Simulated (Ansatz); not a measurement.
# GeHF3: small, medium and large basis sets

An exercise on one series of results from a longer session: the logs are not shown, and one member is left open.

Program: Ansatz 0.2.0, Gaussian basis. Level of theory: one geometry, several basis sets. These are calculated values, not measurements.

Plan: PBE0-D4/def2-SVP; ωB97M-V/def2-SVP; PBE0-D4/def2-QZVPP; ωB97M-V/def2-QZVPP; the functionals' def2-TZVPP values are taken from earlier runs.

### The relaxed structure

The geometry comes from an earlier relaxation with PBE0-D4 in a triple-zeta def2 set; it is a stationary point.

5 atoms, charge 0, spin multiplicity 1.

Atoms are counted from 1 here; the program's logs count them from 0.

Bond lengths: F1–Ge2 1.707 Å, Ge2–F3 1.707 Å, Ge2–F4 1.707 Å, Ge2–H5 1.516 Å. Angles: F1–Ge2–F3 106.4°, F1–Ge2–F4 106.4°, F1–Ge2–H5 112.4°, F3–Ge2–F4 106.4°, F3–Ge2–H5 112.4°, F4–Ge2–H5 112.4°.

Coordinates:

| atom | x (Å) | y (Å) | z (Å) |
| --- | --- | --- | --- |
| F1 | -0.2498 | -0.7341 | 1.4830 |
| Ge2 | 0.0956 | -0.0087 | -0.0233 |
| F3 | -0.6731 | 1.5157 | -0.0113 |
| F4 | -0.7081 | -0.9440 | -1.2040 |
| H5 | 1.5852 | 0.0973 | -0.2857 |

Set-up of the first run:

in.yaml reads:

```yaml
crystal:
  periodic: [false, false, false]
  atoms:
    - {symbol: F, position_ang: [-0.249762, -0.734065, 1.483023]}
    - {symbol: Ge, position_ang: [0.095565, -0.008659, -0.023333]}
    - {symbol: F, position_ang: [-0.673062, 1.515692, -0.011289]}
    - {symbol: F, position_ang: [-0.708078, -0.943959, -1.203991]}
    - {symbol: H, position_ang: [1.585239, 0.097291, -0.285708]}
basis:
  gaussian: {orbitals: def2-SVP}
hamiltonian: {xc: pbe0, dispersion: d4}
output: {orbitals: {seedname: orbitals}}
```

Among the steps run: PBE0-D4 in def2-SVP; ωB97M-V in def2-SVP; PBE0-D4 in def2-QZVPP; ωB97M-V in def2-QZVPP.

One table of the session follows, with a row left open; its other results are not shown here.

| functional | basis | HOMO (eV) | LUMO (eV) |
| --- | --- | --- | --- |
| PBE0-D4 | def2-SVP | -11.22 | -0.28 |
| PBE0-D4 | def2-TZVPP | -11.35 | -0.46 |
| PBE0-D4 | def2-QZVPP | -11.40 | -0.61 |
| ωB97M-V | def2-SVP | -13.52 | 1.88 |
| ωB97M-V | def2-TZVPP | ? | ? |
| ωB97M-V | def2-QZVPP | -13.75 | 1.34 |

**Question.** Estimate the row for ωB97M-V, def2-TZVPP.

As computed: HOMO (eV): -13.69; LUMO (eV): 1.62. In the column «HOMO (eV)» it lies between ωB97M-V, def2-QZVPP (-13.75) and ωB97M-V, def2-SVP (-13.52).
